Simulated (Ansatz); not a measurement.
Predict the output of the script below (Ansatz's Python interface).

`run_elastic.py`
```python
import ansatz as az
import numpy as np


def main() -> None:
    system = (
        az.Lattice.from_parameters(3.1815, 3.1815, 5.8313, alpha=90, beta=90, gamma=90)
        .space_group(139, hermann_mauguin="I4/mmm")
        .atom("Sn", (0.0, 0.0, 0.0))
        .primitive()
    )

    calculation = (
        system.calculation()
        .scf(max_iterations=60)
        .occupations("cold", width=0.15)
        .functional("r2scan")
        .basis(17 * az.Ha, xc_grid=3)
        .kpoints(19, 19, 19)
    )
    result = calculation.elastic("clamped-ion").run(threads=1, pin="off")
    elastic = result.elastic

    print("C_ij (GPa), Voigt order xx yy zz yz xz xy")
    for row in elastic.c_gpa:
        print(" ".join(f"{value:8.1f}" for value in row))
    print("smallest eigenvalue of C:", round(elastic.stability.min_eigenvalue_gpa, 1), "GPa; tensor positive definite:", elastic.stability.min_eigenvalue_gpa > 0)
    if elastic.stability.min_eigenvalue_gpa > 0:
        for name, value in elastic.moduli.to_plain().items():
            print(f"{name:14s} {value:9.3f}")


if __name__ == "__main__":
    main()
```

Running `python run_elastic.py` prints:
```text
DeckWarning: basis.ecutwfc = 462.593566181796 eV is below the records' recommended 500 eV, and the density's cutoff is lower with it unless basis.ecutrho_ratio is high enough to keep the records' density cutoff: compare with a run at a higher cutoff
C_ij (GPa), Voigt order xx yy zz yz xz xy
    72.4     11.1     36.7      0.0     -0.0      0.0
    11.1     72.4     36.7     -0.0     -0.0      0.0
    36.1     36.1     19.7     -0.0      0.0     -0.0
     0.0     -0.0     -0.0     -3.0      0.0      0.0
    -0.0      0.0     -0.0     -0.0     -3.0      0.0
    -0.0     -0.0     -0.0      0.0      0.0     -3.3
smallest eigenvalue of C: -8.9 GPa; tensor positive definite: False
```
(Warnings from the package without file and line.)

What to keep in mind:
- These settings explore the input space; cutoff and mesh may be short of convergence.
- The cutoff lies under the one recommended for these potentials.
- The cell isn't relaxed first, so the values belong to this volume.
- Under the recommended cutoff a pressure can be off by several GPa, even in sign.
- The cell stands under an uneven stress, so these stress-strain coefficients aren't symmetric, and eigenvalues smaller than that stress decide nothing.
- This isn't the structure that Sn takes at ambient conditions.
- Shear constants of a metal converge slowly with the k-point mesh and can be wrong in sign on a coarse one; the constants belong to the cell that was strained.
- The whole script took 8.4 min on 1 thread of Arm Neoverse V2 (shared host), peak memory 1 GiB.
